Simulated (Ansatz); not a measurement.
# W: a trigonal deformation path

The task here is to estimate one member of a computed series from the others.

The COD cell was measured well above room temperature, so it is larger than a cold one.

Program: Ansatz 0.2.0. Level of theory: DFT r2SCAN, scalar-relativistic, plane waves, PAW. These are calculated values, not measurements.

**The structure to begin with**

Symmetry: Im-3m, No. 229, cubic system. The conventional cell has a = 3.195 Å, b = 3.195 Å, c = 3.195 Å, α = 90.00°, β = 90.00°, γ = 90.00°. W (site symmetry m-3m) is surrounded by 8 W at 2.77 Å.

Structure file:

```
CELL_PARAMETERS angstrom
-1.59730 1.59730 1.59730
1.59730 -1.59730 1.59730
1.59730 1.59730 -1.59730
ATOMIC_POSITIONS crystal
W 0.00000 0.00000 0.00000
```

The cell is taken as given, not relaxed at this level.

**The reference cell**

The reference gives a free energy of -10397.2935 eV, pressure -7.43 GPa, largest force 0.000 eV/Å and gap on the mesh none (metal). It was computed beforehand with the settings of the runs below.

The first run:

At fixed volume and fractional coordinates, lengths along (0.577, 0.577, 0.577) are scaled against those across it; ρ is that ratio over its starting value.

Input file input.yaml:

```yaml
crystal:
  lattice:
    - [-2.3478838752, 1.6770599108, 1.6770599108]
    - [1.6770599108, -2.3478838752, 1.6770599108]
    - [1.6770599108, 1.6770599108, -2.3478838752]
  atoms:
    - { symbol: W, position: [0.0, 0.0, 0.0] }
basis:
  ecutwfc: 500
kpoints:
  mp_grid: { grid: [24, 24, 24] }
hamiltonian:
  xc: r2scan
scf:
  occupations: { method: gaussian, width: 0.15 }
output:
  forces: true
  stress: true
  eigenvalues: true
```

Command:

```console
> ansatz run input.yaml --threads 1 --pin off --max-ram 2560MiB --backend cpu --events-out ev --progress --plain --runs-dir out
```

Steps of the session up to this table: ρ = 0.500; ρ = 2.000; Point ρ = 0.710; ρ = 1.410; Point ρ = 0.600; ρ = 0.850; ρ = 1.200; At ρ = 1.700; Point ρ = 0.930; At ρ = 1.080.

One of the session's tables, all rows but one given; the rest of the session is left out.

It belongs to the step «The scan collected». 

| ρ | ΔE (meV/atom) | pressure (GPa) |
| --- | --- | --- |
| 0.500 | 11881.8 | 253.1 |
| 0.600 | 4852.6 | 98.1 |
| 0.710 | 1801.7 | 30.5 |
| 0.850 | 332.3 | -0.5 |
| 0.930 | 57.4 | -6.2 |
| 1.000 | 0.0 | -7.4 |
| 1.080 | 51.2 | -6.2 |
| 1.200 | ? | ? |
| 1.410 | 806.8 | 10.6 |
| 1.700 | 1450.8 | 23.2 |
| 2.000 | 1683.2 | 27.9 |

Estimate the missing values for ρ = 1.200.

Worked estimate for «ΔE (meV/atom)». A straight line through the neighbours (1.080, 51.2) and (1.410, 806.8) gives 51.2 + (806.8 − 51.2) × (1.200 − 1.080) / (1.410 − 1.080) = 326.0; a parabola fitted to 4 rows on both sides gives 342.1.

As computed: ΔE (meV/atom): 253.6; pressure (GPa): -1.2. In «ΔE (meV/atom)» the line misses by +72.4 and the parabola by +88.5.
